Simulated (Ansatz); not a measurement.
The same path of a periodic cell of 13 atoms, LiTc₁₂ (host Tc, host structure hcp, interstitial Li) was run twice with different band settings.

Theory: DFT PBE, scalar-relativistic, plane waves, PAW in Ansatz 0.2.0. Settings: cutoff 600 eV, k mesh 4x3x4, gaussian smearing 0.05 eV, no spin polarisation.

Relaxed end points:

```xyz
13
Lattice="5.4800 0.0000 0.0000 -4.1100 7.1187 0.0000 0.0000 0.0000 4.3950" Properties=species:S:1:pos:R:3
Tc -0.094 -0.077 -0.148
Tc -0.093 1.640 2.350
Tc -1.363 2.372 0.046
Tc -1.350 3.977 2.246
Tc -2.712 4.763 0.003
Tc -2.745 6.173 2.289
Tc 2.841 -0.064 -0.162
Tc 2.842 1.654 2.337
Tc 1.382 2.522 -0.101
Tc 1.350 3.933 2.186
Tc -0.012 4.719 -0.057
Tc 0.001 6.324 2.143
Li 1.375 0.788 1.094
```

```xyz
13
Lattice="5.4800 0.0000 0.0000 -4.1100 7.1187 0.0000 0.0000 0.0000 4.3950" Properties=species:S:1:pos:R:3
Tc -0.099 -0.071 0.149
Tc -0.098 1.646 2.044
Tc -1.369 2.378 -0.046
Tc -1.355 3.982 2.149
Tc -2.718 4.769 -0.002
Tc -2.747 6.179 2.106
Tc 2.836 -0.056 0.162
Tc 2.837 1.660 2.059
Tc 1.377 2.530 0.101
Tc 1.345 3.940 2.209
Tc -0.019 4.726 0.058
Tc -0.003 6.330 2.253
Li 1.367 0.795 3.301
```

Common settings: climbing image yes; spring 5.0 eV/Å²; optimiser quadratic models (default); force threshold 0.05 eV/Å; end points relaxed.

| run | movable images | start path | iteration limit |
| --- | --- | --- | --- |
| 1 | 5 | IDPP | 80 |
| 2 | 2 | default | 50 |

What does each run give, and how far can it be trusted?

Run 1: converged after 19 iterations, highest image 0.882 eV above the first end. By the program's own check the climbing image is of a kind that is not told: the force calls were inconclusive, a negative curvature could not be distinguished from the path's own, the only one lies far off the path, or fixed occupations may fill a level only in part (lowest curvatures found: -2.01 and 0.44 eV/Å²).
Run 2: converged after 15 iterations, highest image 0.882 eV above the first end. The order of the stationary point at the top wasn't checked. So few images can step over the top or miss a turn of the path.
Limits of this set-up: coarse k mesh, a small cell, in which the defect meets its images.
